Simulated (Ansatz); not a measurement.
# C₂H₁₀N₂Si: a ladder of functionals and wavefunction methods

How much do the methods differ for C₂H₁₀N₂Si? The plan is to run it at one geometry with functionals of several rungs and with coupled cluster. The yardstick is the atomisation energy at the CCSD(T) limit.

The runs use Ansatz 0.2.0, Gaussian basis; functionals in def2-TZVPP, the program's frozen cores in correlated methods.

Levels to be run: LDA (SPW92), PBE-D4, revPBE-D4, BLYP-D4, r2SCAN-D4, B97M-V, PBE0-D4, B3LYP-D4, r2SCANh-D4, r2SCAN0-D4, HSE06-D4, BHLYP-D4, CAM-B3LYP-D4, LC-ωPBE, ωB97X-V, ωB97M-V, B2PLYP, PBE-QIDH; CCSD(T)/def2-SVP; CCSD(T)/def2-TZVPP; MP2/def2-QZVPP; extrapolation to the limit; RPA on PBE.

## (1) Structure used throughout

An earlier PBE0-D4 in a triple-zeta def2 set relaxation fixed the geometry.

SMILES `CN([SiH3])CN`, 15 atoms, charge 0, spin multiplicity 1.

Atoms are counted from 1 here; the program's logs count them from 0.

Bond lengths: C1–N2 1.444 Å, C1–H6 1.092 Å, C1–H7 1.100 Å, C1–H8 1.096 Å, N2–Si3 1.719 Å, N2–C4 1.453 Å, Si3–H9 1.487 Å, Si3–H10 1.486 Å, Si3–H11 1.496 Å, C4–N5 1.441 Å, C4–H12 1.100 Å, C4–H13 1.094 Å, N5–H14 1.013 Å, N5–H15 1.011 Å. Angles: N2–C1–H6 110.5°, N2–C1–H7 112.4°, N2–C1–H8 111.3°, H6–C1–H7 107.8°, H6–C1–H8 106.9°, H7–C1–H8 107.8°, C1–N2–Si3 120.4°, C1–N2–C4 114.7°, Si3–N2–C4 121.1°, N2–Si3–H9 108.4°, N2–Si3–H10 107.7°, N2–Si3–H11 115.3°, H9–Si3–H10 111.0°, H9–Si3–H11 106.9°, H10–Si3–H11 107.6°, N2–C4–N5 116.2°, N2–C4–H12 110.3°, N2–C4–H13 107.8° and more.

## (2) LDA

This LDA is Slater exchange with PW92 correlation.

in.yaml reads:

```yaml
crystal:
  periodic: [false, false, false]
  atoms:
    - {symbol: C, position_ang: [-1.149999, 0.795069, 0.531377]}
    - {symbol: N, position_ang: [0.096260, 0.160529, 0.171165]}
    - {symbol: Si, position_ang: [1.539434, 0.527138, 1.030674]}
    - {symbol: C, position_ang: [-0.045537, -1.086422, -0.560153]}
    - {symbol: N, position_ang: [-0.574911, -0.984052, -1.896656]}
    - {symbol: H, position_ang: [-0.963121, 1.733449, 1.057863]}
    - {symbol: H, position_ang: [-1.769849, 0.161395, 1.183476]}
    - {symbol: H, position_ang: [-1.742100, 1.040944, -0.357460]}
    - {symbol: H, position_ang: [1.623900, 2.002662, 1.198703]}
    - {symbol: H, position_ang: [2.683598, 0.015019, 0.231896]}
    - {symbol: H, position_ang: [1.638929, -0.072997, 2.397774]}
    - {symbol: H, position_ang: [-0.694140, -1.781890, -0.008009]}
    - {symbol: H, position_ang: [0.942588, -1.551712, -0.621191]}
    - {symbol: H, position_ang: [-0.058476, -0.298379, -2.433750]}
    - {symbol: H, position_ang: [-1.548475, -0.711553, -1.896310]}
basis:
  gaussian: {orbitals: def2-TZVPP}
hamiltonian: {xc: lda}
output: {orbitals: {seedname: orbitals}}
```

Command:

```sh
> ansatz run in.yaml --threads 4 --pin off --events-out ev --progress --plain --max-ram 10444MiB
```

After this run come: PBE-D4 (GGA); revPBE-D4 (GGA); BLYP-D4 (GGA); r2SCAN-D4 (meta-GGA); B97M-V (meta-GGA); PBE0-D4 (hybrid); B3LYP-D4 (hybrid); r2SCANh-D4 (hybrid); r2SCAN0-D4 (hybrid); HSE06-D4 (hybrid); BHLYP-D4 (hybrid); CAM-B3LYP-D4 (range-separated); LC-ωPBE (range-separated); ωB97X-V (range-separated); ωB97M-V (range-separated); B2PLYP (double hybrid); PBE-QIDH (double hybrid); CCSD(T) in def2-SVP; CCSD(T) in def2-TZVPP; MP2 in def2-QZVPP; RPA on PBE orbitals.

Before running them: what should the planned runs give, taken together? Wanted: atomisation energy, CCSD(T)/CBS; farthest beyond LDA; mean size of error, GGA; mean size of error, meta-GGA; mean size of error, hybrid; mean size of error, range-separated; mean size of error, double hybrid; gap, smallest and largest; T1 diagnostic.

As calculated:

```
                               quantity                                                                      value
        atomisation energy, CCSD(T)/CBS                                                            1261.9 kcal/mol
functionals within 6.3 kcal/mol (0.5 %)  BLYP-D4, r2SCAN-D4, B97M-V, PBE0-D4, B3LYP-D4, HSE06-D4, LC-ωPBE, ωB97M-V
                    farthest beyond LDA                                                  BHLYP-D4 (-27.2 kcal/mol)
                mean size of error, GGA                                                               9.5 kcal/mol
           mean size of error, meta-GGA                                                               2.8 kcal/mol
             mean size of error, hybrid                                                              10.7 kcal/mol
    mean size of error, range-separated                                                               7.4 kcal/mol
      mean size of error, double hybrid                                                              12.7 kcal/mol
              gap, smallest and largest                                  4.76 eV (LDA (SPW92)), 11.87 eV (LC-ωPBE)
                          T1 diagnostic                                                                     0.0105
triples share of the correlation energy                                                                      3.7 %
```

LDA overbinds by 175.1 kcal/mol (14 %). PBE-D4 misses by +19.0 kcal/mol. Double hybrids carry the basis error of their MP2 part in triple zeta, and no dispersion term here, so their miss is partly the set-up's. By mean error the best rung here is meta-GGA (2.8 kcal/mol) and the worst beyond LDA is double hybrid (12.7 kcal/mol). hybrid functionals lie within the reference's doubt of that worst mean (10.7 kcal/mol), so those two tie. Misses under about 6.3 kcal/mol are within the doubt on the reference itself, which lacks core-valence correlation, relativity and higher excitations. Hartree-Fock recovers 71 % of the binding; the rest is correlation. CCSD(T) in def2-SVP is off by -73.7 kcal/mol, which most functionals beat. Orbital gaps span 4.8 to 11.9 eV; exact exchange widens them.
